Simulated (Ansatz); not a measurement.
**AsBH₅NO: how energies converge with the basis set**

An exercise on one series of results from a longer session: the logs are not shown, and one member is left open.

Computed with Ansatz 0.2.0, Gaussian basis. Level: one geometry, several basis sets.

Levels to be run: PBE0-D4/def2-SVP; ωB97M-V/def2-SVP; PBE0-D4/def2-QZVPP; ωB97M-V/def2-QZVPP; the functionals' def2-TZVPP values are taken from earlier runs.

**Structure used throughout**

All runs share one geometry, relaxed beforehand with PBE0-D4 in a triple-zeta def2 set.

9 atoms, charge 0, spin multiplicity 1.

Atoms are counted from 1 here; the program's logs count them from 0.

Bond lengths: B1–As2 2.053 Å, B1–O4 1.535 Å, B1–H5 1.200 Å, B1–H6 1.200 Å, As2–N3 1.782 Å, As2–O4 2.081 Å, N3–H7 1.006 Å, N3–H8 1.008 Å, O4–H9 0.963 Å. Angles: As2–B1–O4 69.2°, As2–B1–H5 114.8°, As2–B1–H6 115.9°, O4–B1–H5 111.8°, O4–B1–H6 114.2°, H5–B1–H6 120.2°, B1–As2–N3 101.1°, B1–As2–O4 43.6°, N3–As2–O4 99.5°, As2–N3–H7 120.7°, As2–N3–H8 120.3°, H7–N3–H8 114.5°, B1–O4–As2 67.3°, B1–O4–H9 111.9°, As2–O4–H9 110.2°.

The first run:

Contents of in.yaml:

```yaml
crystal:
  periodic: [false, false, false]
  atoms:
    - {symbol: B, position_ang: [-0.712692, 0.830846, -0.550460]}
    - {symbol: As, position_ang: [0.888403, 0.499610, 0.691152]}
    - {symbol: N, position_ang: [1.497115, -1.051604, 0.060353]}
    - {symbol: O, position_ang: [-1.149904, 0.083095, 0.716391]}
    - {symbol: H, position_ang: [-0.751532, 0.125633, -1.520652]}
    - {symbol: H, position_ang: [-1.102488, 1.964100, -0.611917]}
    - {symbol: H, position_ang: [1.847954, -1.758196, 0.685253]}
    - {symbol: H, position_ang: [1.171265, -1.402848, -0.826311]}
    - {symbol: H, position_ang: [-1.599622, 0.663066, 1.339191]}
basis:
  gaussian: {orbitals: def2-SVP}
hamiltonian: {xc: pbe0, dispersion: d4}
output: {orbitals: {seedname: orbitals}}
```

Started as:

```console
$ ansatz run in.yaml --threads 4 --pin off --events-out ev --progress --plain --max-ram 10444MiB
```

Steps of the session up to this table: PBE0-D4 in def2-SVP; ωB97M-V in def2-SVP; PBE0-D4 in def2-QZVPP; ωB97M-V in def2-QZVPP.

One table of the session follows, with a row left open; its other results are not shown here.

It belongs to the step «Functionals by basis». 

```
functional       basis  HOMO (eV)
   PBE0-D4    def2-SVP      -6.44
   PBE0-D4  def2-TZVPP      -6.51
   PBE0-D4  def2-QZVPP      -6.55
   ωB97M-V    def2-SVP      -8.53
   ωB97M-V  def2-TZVPP          ?
   ωB97M-V  def2-QZVPP      -8.66
```

**Question.** Estimate the row for ωB97M-V, def2-TZVPP.

**Answer.** HOMO (eV): -8.63. In the column «HOMO (eV)» it lies between ωB97M-V, def2-QZVPP (-8.66) and ωB97M-V, def2-SVP (-8.53).
